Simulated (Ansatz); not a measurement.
**CH₇NOSi₂: basis-set convergence**

How large a basis does CH₇NOSi₂ need? Two functionals are run in growing sets.

Method: one geometry, several basis sets; program: Ansatz 0.2.0, Gaussian basis.

The runs, in order: PBE0-D4/def2-SVP; ωB97M-V/def2-SVP; PBE0-D4/def2-QZVPP; ωB97M-V/def2-QZVPP; the functionals' def2-TZVPP values are taken from earlier runs.

## (1) The relaxed structure

All runs share one geometry, relaxed beforehand with PBE0-D4 in a triple-zeta def2 set.

SMILES `N[C@H]1O[Si@@H]1[SiH3]`, 12 atoms, charge 0, spin multiplicity 1.

Atoms are counted from 1 here; the program's logs count them from 0.

Bond lengths: N1–C2 1.401 Å, N1–H6 1.013 Å, N1–H7 1.010 Å, C2–O3 1.498 Å, C2–Si4 1.821 Å, C2–H8 1.088 Å, O3–Si4 1.668 Å, Si4–Si5 2.333 Å, Si4–H9 1.489 Å, Si5–H10 1.488 Å, Si5–H11 1.485 Å, Si5–H12 1.487 Å. Angles: C2–N1–H6 112.4°, C2–N1–H7 113.6°, H6–N1–H7 109.2°, N1–C2–O3 117.8°, N1–C2–Si4 125.7°, N1–C2–H8 112.0°, O3–C2–Si4 59.4°, O3–C2–H8 109.3°, Si4–C2–H8 119.6°, C2–O3–Si4 70.0°, C2–Si4–O3 50.6°, C2–Si4–Si5 124.1°, C2–Si4–H9 117.6°, O3–Si4–Si5 118.1°, O3–Si4–H9 115.3°, Si5–Si4–H9 114.9°, Si4–Si5–H10 109.3°, Si4–Si5–H11 109.3° and more.

## (2) PBE0-D4 in def2-SVP

Contents of in.yaml:

```yaml
crystal:
  periodic: [false, false, false]
  atoms:
    - {symbol: N, position_ang: [-0.558026, -0.643683, 2.403395]}
    - {symbol: C, position_ang: [0.103161, -0.602689, 1.168651]}
    - {symbol: O, position_ang: [-0.455289, -1.425387, 0.048385]}
    - {symbol: Si, position_ang: [-0.522113, 0.193799, -0.344813]}
    - {symbol: Si, position_ang: [0.838185, 0.962296, -2.077821]}
    - {symbol: H, position_ang: [-0.475632, -1.546788, 2.855100]}
    - {symbol: H, position_ang: [-1.533270, -0.386822, 2.348276]}
    - {symbol: H, position_ang: [1.167617, -0.807069, 1.268330]}
    - {symbol: H, position_ang: [-1.878241, 0.805894, -0.292981]}
    - {symbol: H, position_ang: [0.887282, 2.448710, -2.043404]}
    - {symbol: H, position_ang: [2.208134, 0.414823, -1.905250]}
    - {symbol: H, position_ang: [0.295291, 0.531618, -3.393867]}
basis:
  gaussian: {orbitals: def2-SVP}
hamiltonian: {xc: pbe0, dispersion: d4}
output: {orbitals: {seedname: orbitals}}
```

The runs that follow: ωB97M-V in def2-SVP; PBE0-D4 in def2-QZVPP; ωB97M-V in def2-QZVPP.

Q: Predict the results of all the runs planned. Wanted: PBE0-D4: double and triple zeta above quadruple; ωB97M-V: double and triple zeta above quadruple.

**Answer**, as computed:

| quantity | value |
| --- | --- |
| PBE0-D4: double and triple zeta above quadruple | 12.01, 0.81 eV |
| ωB97M-V: double and triple zeta above quadruple | 12.18, 0.77 eV |

**Reading.** PBE0-D4 gains 11.20 eV from double to triple zeta, then 0.81 eV more. These are total energies; as a rule much of such shifts cancels in differences, which this series doesn't test. The LUMO of ωB97M-V is positive and keeps falling with the basis (1.23 to 0.68 eV): an unbound level that the basis holds in place.
